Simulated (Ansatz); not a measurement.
# Potassium, diamond under PBEsol: structure, energy and stiffness

What does PBEsol give for potassium in the diamond structure? We relax it, solve it on a dense k-mesh, then scale the cell to 7 volumes from 88 to 112 % of the relaxed one and try a fit of the equation of state. Spin polarisation is left out. The k-meshes are 6×6×6 for the relaxation; 10×10×10 for the dense run; 7×7×7 for the volumes.

This is K in the diamond structure; at room conditions it is bcc.

Program: Ansatz 0.2.0. Level of theory: DFT PBEsol, plane waves (420 eV) with PAW, scalar-relativistic; PBE-made PAW files. These are calculated values, not measurements.

### Step 1. The structure to begin with

The structure is cubic, space group Fd-3m (No. 227). Conventional cell: a = 9.167 Å, b = 9.167 Å, c = 9.167 Å, α = 90.00°, β = 90.00°, γ = 90.00°. K (site symmetry -43m) has 4 K at 3.97 Å as nearest neighbours.

Structure file:

```cif
data_structure
_symmetry_space_group_name_H-M 'Fd-3m:1'
_symmetry_Int_Tables_number 227
_cell_length_a 9.1668
_cell_length_b 9.1668
_cell_length_c 9.1668
_cell_angle_alpha 90.000
_cell_angle_beta 90.000
_cell_angle_gamma 90.000
_cell_volume 770.29
loop_
_atom_site_label
_atom_site_type_symbol
_atom_site_symmetry_multiplicity
_atom_site_Wyckoff_symbol
_atom_site_fract_x
_atom_site_fract_y
_atom_site_fract_z
_atom_site_occupancy
K1 K 8 b 0.75000 0.75000 0.75000 1
```

### Step 2. Relaxing cell and atoms

input.yaml reads:

```yaml
crystal:
  lattice:
    - [0.0, 4.5833978046, 4.5833978046]
    - [4.5833978046, 0.0, 4.5833978046]
    - [4.5833978046, 4.5833978046, 0.0]
  atoms:
    - { symbol: K, position: [0.125, 0.125, 0.125] }
    - { symbol: K, position: [0.875, 0.875, 0.875] }
hamiltonian:
  xc: pbesol
  pseudopotentials:
    kind: paw
    azcp:
      K: "pseudopotentials/K.paw.azcp"
basis:
  ecutwfc: 420
  fft_grid_basis: typed
kpoints:
  mp_grid: { grid: [6, 6, 6], shift: [0, 0, 0] }
magnetization:
  spin_polarized: false
scf:
  occupations: { method: fermi_dirac, width: 0.1 }
relax:
  max_steps: 60
  f_tol: 0.01
  cell: {}
```

The runs that follow: The energy on a finer k-mesh; The cell scaled to 88 % of its volume; The cell scaled to 92 % of its volume; The cell scaled to 96 % of its volume; The cell scaled to 100 % of its volume; The cell scaled to 104 % of its volume; The cell scaled to 108 % of its volume; The cell scaled to 112 % of its volume.

**Question.** What will these runs give? Wanted: space group; conventional cell; volume; shortest distance; gap on the mesh; relative to bcc; V₀, B₀, B₀′.

As calculated:

| quantity | value |
| --- | --- |
| space group (spins left aside) | Fd-3m (No. 227) |
| conventional cell | a = 9.427 Å |
| volume | 104.736 Å³/atom |
| shortest distance | 4.082 Å |
| gap on the mesh | none (levels filled in part) |
| relative to bcc | +315 meV/atom |
| V₀, B₀, B₀′ | 104.627 Å³/atom, 1.3 GPa, 3.2 |

In words: From the guessed start the volume grew by 8.8 % in 4 steps. Against the reference form of potassium (bcc, computed apart with the same settings) it stands 315 meV/atom higher, so it is far from stable. No gap shows: it is a metal or semimetal at this level. The fitted modulus is 1.3 GPa, a soft solid. Relaxation kept the symmetry; phonons were not checked.
